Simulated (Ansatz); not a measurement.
# GaSb2: the cost of one run

Computed with Ansatz 0.2.0 (DFT PBE, scalar-relativistic, plane waves, PAW, unless a step's input says otherwise).

**1. The structure to begin with**

It takes space group P-3m1 (No. 164, trigonal). Conventional cell: a = 3.830 Å, b = 3.830 Å, c = 6.146 Å, α = 90.00°, β = 90.00°, γ = 120.00°. Ga (site symmetry -3m) has 6 Sb at 2.69 Å as nearest neighbours. Sb (site symmetry 3m) is surrounded by 3 Ga at 2.69 Å.

As a file:

```
CELL_PARAMETERS angstrom
3.83005 0.00000 0.00000
-1.91502 3.31692 0.00000
0.00000 0.00000 6.14626
ATOMIC_POSITIONS crystal
Ga 0.00000 0.00000 0.50000
Sb 0.33333 0.66667 0.25212
Sb 0.66667 0.33333 0.74788
```

A structure generator made this guess: species swapped into a database cell of CrTe2 (P-3m1, No. 164), with Ga on the Cr sites and Sb on the Te sites. Its size is a rough estimate.

**2. Probe: one point on a coarse mesh**

input.yaml

```yaml
crystal:
  lattice:
    - [3.83004701, 0.0, 0.0]
    - [-1.9150235, 3.31691801, 0.0]
    - [0.0, 0.0, 6.14625526]
  atoms:
    - { symbol: Ga, position: [0.0, 0.0, 0.5] }
    - { symbol: Sb, position: [0.33333333, 0.66666667, 0.25212452] }
    - { symbol: Sb, position: [0.66666667, 0.33333333, 0.74787548] }
basis:
  ecutwfc: 420
kpoints:
  mp_grid: { grid: [6, 6, 4] }
hamiltonian:
  xc: pbe
scf:
  occupations: { method: gaussian, width: 0.1 }
  lower_state_search: "off"
output:
  forces: true
  stress: true
  eigenvalues: true
```

Launch:

```
$ ansatz run input.yaml --threads 1 --pin off --max-ram 2560MiB --backend cpu --events-out ev --progress --plain --runs-dir out
```

**Question.** How long does this run take on 1 thread of AMD EPYC 9R45 (Zen 5), shared host, and how much memory does it need?

About 1.4 s, with a peak of 0.39 GiB.
